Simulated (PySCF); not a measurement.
# GaH8NOSi: the cost of one run

Computed with PySCF 2.14.0, with density-fitted response routines of our own, on a single molecule in the gas phase. Atoms count from 0, in the outputs and in this text.

## (1) The molecule as given

12 atoms, charge 0, multiplicity 1; geometry from: GFN2-xTB. The atoms were then displaced at random by about 0.01 Å, so the start is not that level's minimum.

Bonds of the start (Å): N0–Ga1 2.19, Ga1–O2 1.75, O2–Si3 1.67, N0–H4 1.04, N0–H5 0.99, N0–H6 1.01, Ga1–H7 1.54, Ga1–H8 1.53, Si3–H9 1.48, Si3–H10 1.43, Si3–H11 1.46.

## (2) Optimising the geometry at PBE0-D3(BJ)/def2-SVP

What the job is given:

```
{"job": {"xc": "PBE0", "basis": "def2-SVP", "d3": "d3bj", "grid": 1, "shake": 0.01, "kind": "geom"}, "charge": 0, "multiplicity": 1}
N     -1.844060    -0.799230    -0.066540
Ga    -0.852890     1.143870     0.124480
O      0.734780     0.415460     0.030480
Si     2.316800    -0.106310    -0.027820
H     -2.882450    -0.848930    -0.106010
H     -1.521020    -1.348110     0.691180
H     -1.481920    -1.165690    -0.936050
H     -1.243070     1.630550     1.527730
H     -1.280040     1.889650    -1.138010
H      2.200910    -1.547840    -0.325540
H      2.981110     0.609400    -1.075160
H      2.911540     0.098910     1.292240
```

Launch:

```console
OMP_NUM_THREADS=1 python probes_run.py task.json out
```

The driver reads the jobs from task.json and runs them one after another.

**Question.** How long does this first job take on 1 thread of Arm Neoverse N1, shared host, and how much memory does it need?

About 2.2 min, with a peak of 0.5 GiB.
